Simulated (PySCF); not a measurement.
# Cl3O3Os (Os(O)3(Cl)3-): the cost of one run

Program: PySCF 2.14.0. Level of theory: B3LYP, Os def2-SVP with ECP60, O def2-SVP, Cl def2-SVP; scalar-relativistic core potentials, no spin–orbit coupling. These are calculated values, not measurements.

**1. Where the work starts**

7 atoms, charge -1, spin multiplicity 1.

Bond lengths: Os1–O2 1.734 Å, Os1–O3 1.734 Å, Os1–O4 1.721 Å, Os1–Cl5 2.465 Å, Os1–Cl6 2.518 Å, Os1–Cl7 2.446 Å. Angles: O2–Os1–O3 148.8°, O2–Os1–O4 103.6°, O2–Os1–Cl5 81.3°, O2–Os1–Cl6 80.0°, O2–Os1–Cl7 99.5°, O3–Os1–O4 103.6°, O3–Os1–Cl5 81.3°, O3–Os1–Cl6 80.0°, O3–Os1–Cl7 99.5°, O4–Os1–Cl5 94.8°, O4–Os1–Cl6 159.7°, O4–Os1–Cl7 81.2°, Cl5–Os1–Cl6 105.5°, Cl5–Os1–Cl7 176.0°, Cl6–Os1–Cl7 78.5°.

Geometry (Å):

```xyz
7

Os    0.1879    0.0385    0.0000
O    -0.1727    0.3340    1.6702
O    -0.1727    0.3340   -1.6702
O     1.8822   -0.2618    0.0000
Cl    0.4149    2.4928    0.0000
Cl   -2.2900   -0.4092    0.0000
Cl    0.1326   -2.4066    0.0000
```

Formal oxidation states: Os +8. An earlier session relaxed this geometry at B3LYP, Os def2-SVP with ECP60, O def2-SVP, Cl def2-SVP (singlet, point group Cs).

Its energy there is -1696.512779 Eh.

**2. Multiplicity 3 at the relaxed geometry**

run.py (the lines that set the calculation) reads:

```python
mol = gto.M(atom='''
Os     0.18791     0.03849     0.00000
O     -0.17274     0.33400     1.67016
O     -0.17274     0.33400    -1.67016
O      1.88221    -0.26182     0.00000
Cl     0.41488     2.49283     0.00000
Cl    -2.29000    -0.40919     0.00000
Cl     0.13265    -2.40663     0.00000''',
    basis={'Os': 'def2-SVP', 'O': 'def2-SVP', 'Cl': 'def2-SVP'},
    ecp={'Os': 'def2-SVP'},
    charge=-1, spin=2)
mf = dft.UKS(mol, xc='B3LYP')
mf.grids.atom_grid = (50, 194)
mf = mf.density_fit()  # fitting sets: Os def2-universal-JKFIT, O def2-universal-JKFIT, Cl def2-universal-JKFIT
mf.conv_tol = 1e-08; mf.max_cycle = 55
mf.kernel(dm0)  # dm0: free metal ions and neutral atoms
```

On the command line:

```console
$ OMP_NUM_THREADS=2 python run.py
```

**Question.** How long does this run take on 2 threads of Arm Neoverse V1, shared host?

About 11 s.
